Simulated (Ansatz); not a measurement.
# C₃H₆BF: a ladder of functionals and wavefunction methods

The task here is to estimate one member of a computed series from the others.

Program: Ansatz 0.2.0, Gaussian basis. Level of theory: functionals in def2-TZVPP, the program's frozen cores in correlated methods. These are calculated values, not measurements.

Plan: PBE-D4, r2SCAN-D4, PBE0-D4, B3LYP-D4, ωB97X-V, ωB97M-V, B2PLYP; CCSD(T)/def2-TZVPP; MP2/def2-QZVPP; extrapolation to the limit.

## The geometry

The geometry comes from an earlier relaxation with PBE0-D4 in a triple-zeta def2 set; it is a stationary point, not always the lowest conformer.

SMILES `B/C=C/CF`, 11 atoms, charge 0, spin multiplicity 1.

Atoms are counted from 1 here; the program's logs count them from 0.

Bond lengths: B1–C2 1.529 Å, B1–H6 1.199 Å, B1–H7 1.196 Å, C2–C3 1.341 Å, C2–H8 1.087 Å, C3–C4 1.481 Å, C3–H9 1.090 Å, C4–F5 1.373 Å, C4–H10 1.098 Å, C4–H11 1.098 Å. Angles: C2–B1–H6 118.8°, C2–B1–H7 122.0°, H6–B1–H7 119.2°, B1–C2–C3 120.1°, B1–C2–H8 122.7°, C3–C2–H8 117.3°, C2–C3–C4 126.3°, C2–C3–H9 119.6°, C4–C3–H9 114.1°, C3–C4–F5 112.6°, C3–C4–H10 110.0°, C3–C4–H11 110.0°, F5–C4–H10 108.3°, F5–C4–H11 108.3°, H10–C4–H11 107.5°.

The first run:

File in.yaml:

```yaml
crystal:
  periodic: [false, false, false]
  atoms:
    - {symbol: B, position_ang: [-0.657082, 1.669541, 1.155941]}
    - {symbol: C, position_ang: [-0.636037, 0.537955, 0.127614]}
    - {symbol: C, position_ang: [0.439913, -0.255423, 0.024188]}
    - {symbol: C, position_ang: [0.608267, -1.386350, -0.917537]}
    - {symbol: F, position_ang: [-0.487336, -1.569514, -1.723692]}
    - {symbol: H, position_ang: [0.301051, 1.829425, 1.859510]}
    - {symbol: H, position_ang: [-1.599087, 2.396954, 1.277770]}
    - {symbol: H, position_ang: [-1.469457, 0.337515, -0.541490]}
    - {symbol: H, position_ang: [1.296288, -0.087494, 0.676840]}
    - {symbol: H, position_ang: [0.785821, -2.315560, -0.360264]}
    - {symbol: H, position_ang: [1.483162, -1.214147, -1.558179]}
basis:
  gaussian: {orbitals: def2-TZVPP}
hamiltonian: {xc: pbe, dispersion: d4}
output: {forces: true, orbitals: {seedname: orbitals}}
```

Command:

```
$ ansatz run in.yaml --threads 4 --pin off --events-out ev --progress --plain --max-ram 10444MiB
```

Among the steps run: PBE-D4 (GGA); r2SCAN-D4 (meta-GGA); PBE0-D4 (hybrid); B3LYP-D4 (hybrid); ωB97X-V (range-separated); ωB97M-V (range-separated); B2PLYP (double hybrid); CCSD(T) in def2-TZVPP; MP2 in def2-QZVPP.

One table of the session follows, with a row left open; its other results are not shown here.

```
            method  atoms, summed (eV)  atomisation energy (eV)
            PBE-D4           -6548.823                   46.436
         r2SCAN-D4           -6554.208                   45.527
           PBE0-D4           -6550.237                   45.650
          B3LYP-D4           -6558.636                   45.431
           ωB97X-V           -6556.057                   45.306
           ωB97M-V           -6555.188                   45.431
            B2PLYP           -6553.231                   44.983
     HF/def2-TZVPP                   ?                        ?
    MP2/def2-TZVPP           -6543.251                   44.965
   CCSD/def2-TZVPP           -6545.810                   43.509
CCSD(T)/def2-TZVPP           -6546.105                   44.136
           MP2/CBS           -6545.536                   45.949
       CCSD(T)/CBS           -6548.389                   45.119
```

**Question.** Estimate the row for HF/def2-TZVPP.

The run gave: atoms, summed (eV): -6531.289; atomisation energy (eV): 34.202. In the column «atoms, summed (eV)» it is the highest.

Caveats from the session: Free atoms (1 B, 3 C, 1 F, 6 H) were run apart at each level; the atomisation energy is their sum less the molecule, without zero-point or spin-orbit terms.
